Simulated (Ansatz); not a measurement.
# Al, space group Im-3m: cell relaxations under several functionals

Program: Ansatz's Python interface.

`al.cif`
```cif
data_Al
_cell_length_a 2.756072
_cell_length_b 2.756072
_cell_length_c 2.756072
_cell_angle_alpha 109.47122
_cell_angle_beta 109.47122
_cell_angle_gamma 109.47122
_symmetry_space_group_name_H-M 'P 1'
_symmetry_Int_Tables_number 1
loop_
_symmetry_equiv_pos_as_xyz
'x, y, z'
loop_
_atom_site_label
_atom_site_type_symbol
_atom_site_fract_x
_atom_site_fract_y
_atom_site_fract_z
Al1 Al    0.000000    0.000000    0.000000
```

Run as a notebook:

```python
import ansatz
from ase.io import read
import numpy as np
```

```python
SMEARING = "Methfessel-Paxton"
N_EMPTY = 4
FORCE_TOL = 0.05
```

```python
def edges_and_angles(cell):
    cell = np.asarray(cell)
    a, b, c = np.linalg.norm(cell, axis=1)
    cosines = cell[1] @ cell[2] / (b * c), cell[0] @ cell[2] / (a * c), cell[0] @ cell[1] / (a * b)
    return (a, b, c, *np.degrees(np.arccos(cosines)))
```

```python
atoms = read("al.cif")
al = ansatz.Crystal.from_ase(atoms)
```

```python
model = (
    al.calculation()
    .basis(28 * ansatz.Ry)
    .kpoints(6, shift=0.5)
    .occupations(SMEARING)
    .mixing("anderson", preconditioner="kerker_dos")
    .scf(extra_bands=N_EMPTY)
    .relax(cell=True, force_tolerance=FORCE_TOL)
)
```

```python
levels = [("blyp", "d3bj"), ("pbesol", "none"), ("pbesol", "d3bj")]
print("level            a       b       c    alpha   beta  gamma  V/atom  steps")
for name, dispersion in levels:
    seen = []
    run = model.functional(name, dispersion=dispersion).session().plan()
    result = run.execute(on_event=lambda e: seen.append(e) if e["event"] == "relax_step" else None)
    cell = result.lattice.cell_ang
    label = name if dispersion == "none" else f"{name}+{dispersion}"
    print("{:13s} {:7.4f} {:7.4f} {:7.4f} {:6.2f} {:6.2f} {:6.2f}".format(label, *edges_and_angles(cell)), f"{abs(np.linalg.det(cell)) / len(result.lattice.sites):7.3f} {len(seen):5d}")
```

    level            a       b       c    alpha   beta  gamma  V/atom  steps
    DeckWarning: basis.ecutwfc = 380.959407443832 eV is below the records' recommended 420 eV, and the density's cutoff is lower with it unless basis.ecutrho_ratio is high enough to keep the records' density cutoff: compare with a run at a higher cutoff
    blyp+d3bj      2.7235  2.7235  2.7235 109.47 109.47 109.47  15.552     3
    pbesol         2.7616  2.7616  2.7616 109.47 109.47 109.47  16.213     3
    pbesol+d3bj    2.7162  2.7162  2.7162 109.47 109.47 109.47  15.427     4

From smallest to largest: PBEsol+D3BJ (15.43 Å³ an atom, -4.3 % against the start), BLYP+D3BJ (15.55 Å³ an atom, -3.5 % against the start) and PBEsol (16.21 Å³ an atom, +0.6 % against the start). The spread is 5.1 % in volume.

These settings explore the input space; cutoff and mesh may be short of convergence. The cutoff lies under the one recommended for these potentials. BLYP and dispersion corrections can be off by several per cent in the lattices of metals, and by several GPa in the pressure at a fixed cell. For a metal this mesh is far too coarse, so the numbers only illustrate the procedure. Edges and angles are those of the cell as typed, here a primitive one, not of the conventional cell. This isn't the structure that Al takes at ambient conditions. Warnings are shown shortened and without file and line. It ran for 3.6 s on 1 thread of Arm Neoverse V1 (shared host), peak memory 0.37 GiB.
